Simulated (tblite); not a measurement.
# BeCl2H: the cost of one run

Computed with tblite 0.8.0 and PySCF 2.14.0; each step states its level. No surroundings beyond the atoms listed, unless a continuum is named. Atoms count from 0, parts from 1.

## 1. Starting point

4 atoms, charge 1, multiplicity 1; geometry: rigid parts in contact. Parts: 1 = atom 0, `[Be+2]`, charge 2; 2 = atom 1, `[Cl-]`, charge -1; 3 = atoms 2–3, `Cl`, charge 0.

## 2. Docking the parts with GFN2-xTB

The job: settings as JSON, then the geometry in Å.

```
{"job": {"kind": "dock", "xc": "GFN2-xTB", "basis": "xTB"}, "charge": 1, "multiplicity": 1, "parts": [{"atoms": "0-0", "charge": 2, "multiplicity": 1}, {"atoms": "1-1", "charge": -1, "multiplicity": 1}, {"atoms": "2-3", "charge": 0, "multiplicity": 1}]}
Be    -0.434565     0.204288    -0.170325
Cl     0.549913     1.416190    -0.846989
Cl    -1.516828    -1.241047     0.378140
H     -1.987325    -1.524091     1.520098
```

With the program's defaults for keys left out, this is: GFN2-xTB search for minima from random contacts, gas phase.

The run is started by

```
OMP_NUM_THREADS=1 python cluster_run.py task.json out
```

This one command runs all jobs of the session in turn.

**Question.** How long does this first job take on 1 thread of Arm Neoverse V1, shared host?

About 5.9 s.
